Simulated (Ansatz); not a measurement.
**BAs: further runs on the relaxed cell**

An exercise on one series of results from a longer session: the logs are not shown, and one member is left open.

Program: Ansatz 0.2.0. Level of theory: DFT r2SCAN, scalar-relativistic, plane waves, PAW. These are calculated values, not measurements.

1 further run of the same task is left out (set aside as unsound or not needed).

## The starting structure

Symmetry: F-43m, No. 216, cubic system. The conventional cell has a = 4.784 Å, b = 4.784 Å, c = 4.784 Å, α = 90.00°, β = 90.00°, γ = 90.00°. B (site symmetry -43m) has 4 As at 2.07 Å as nearest neighbours. Around As (site symmetry -43m) lie 4 B at 2.07 Å.

As a file:

```
B As
1.0
     0.00000    2.39192    2.39192
     2.39192    0.00000    2.39192
     2.39192    2.39192    0.00000
B As
1 1
Direct
  0.00000 0.00000 0.00000
  0.25000 0.25000 0.25000
```

It is the result of an earlier relaxation at this level (volume 13.68 Å³/atom; gap on the mesh: 1.37 eV).

Set-up of the first run:

input.yaml reads:

```yaml
crystal:
  lattice:
    - [0.0, 2.391917174, 2.391917174]
    - [2.391917174, 0.0, 2.391917174]
    - [2.391917174, 2.391917174, 0.0]
  atoms:
    - { symbol: B, position: [0.0, 0.0, 0.0] }
    - { symbol: As, position: [0.25, 0.25, 0.25] }
basis:
  ecutwfc: 500
kpoints:
  mp_grid: { grid: [10, 10, 10] }
  band_path:
    path:
      - [[0.0, 0.0, 0.0], [-0.5, -0.5, 0.0], [-0.375, -0.375, 0.25]]
      - [[-0.375, 0.0, 0.375], [0.0, 0.0, 0.0], [0.0, 0.0, 0.5], [-0.5, -0.25, 0.25], [-0.5, -0.5, 0.0]]
    npoints: 14
hamiltonian:
  xc: r2scan
scf:
  occupations: { method: gaussian, width: 0.02 }
  n_extra_bands: 6
output:
  forces: true
  stress: true
  eigenvalues: true
  populations: true
  dos: { projected: true, de: 0.02, nscf_kmesh: { grid: [15, 15, 15] } }
  bader: true
```

Command:

```console
> ansatz run input.yaml --threads 1 --pin off --max-ram 2560MiB --backend cpu --events-out ev --progress --plain --runs-dir out
```

Steps of the session up to this table: Bands, states and charges; Seeking the band edges over the whole zone; Levels beside the edges; Volume × 0.97; The cell scaled to 1.03 of its volume; Point at V/V0 = 0.94; The cell scaled to 1.06 of its volume.

One table of the session follows, with a row left open; its other results are not shown here.

It belongs to the step «Fit of the equation of state». 

| volume (Å³/atom) | energy above the lowest point (meV/atom) | pressure (GPa) | gap on the mesh (eV) |
| --- | --- | --- | --- |
| 12.864 | 24.1 | 9.88 | 1.31 |
| 13.274 | ? | ? | ? |
| 13.685 | 0.0 | 0.00 | 1.37 |
| 14.095 | 5.1 | -3.92 | 1.40 |
| 14.506 | 19.6 | -7.29 | 1.43 |

Q: Estimate the row for volume (Å³/atom) = 13.274 from the others.

Worked estimate for «energy above the lowest point (meV/atom)». A straight line through the neighbours (12.864, 24.1) and (13.685, 0.0) gives 24.1 + (0.0 − 24.1) × (13.274 − 12.864) / (13.685 − 12.864) = 12.1; a parabola fitted to 3 rows on both sides gives 6.3.

**Answer.** energy above the lowest point (meV/atom): 5.7; pressure (GPa): 4.57; gap on the mesh (eV): 1.34. In «energy above the lowest point (meV/atom)» the line misses by +6.4 and the parabola by +0.6.
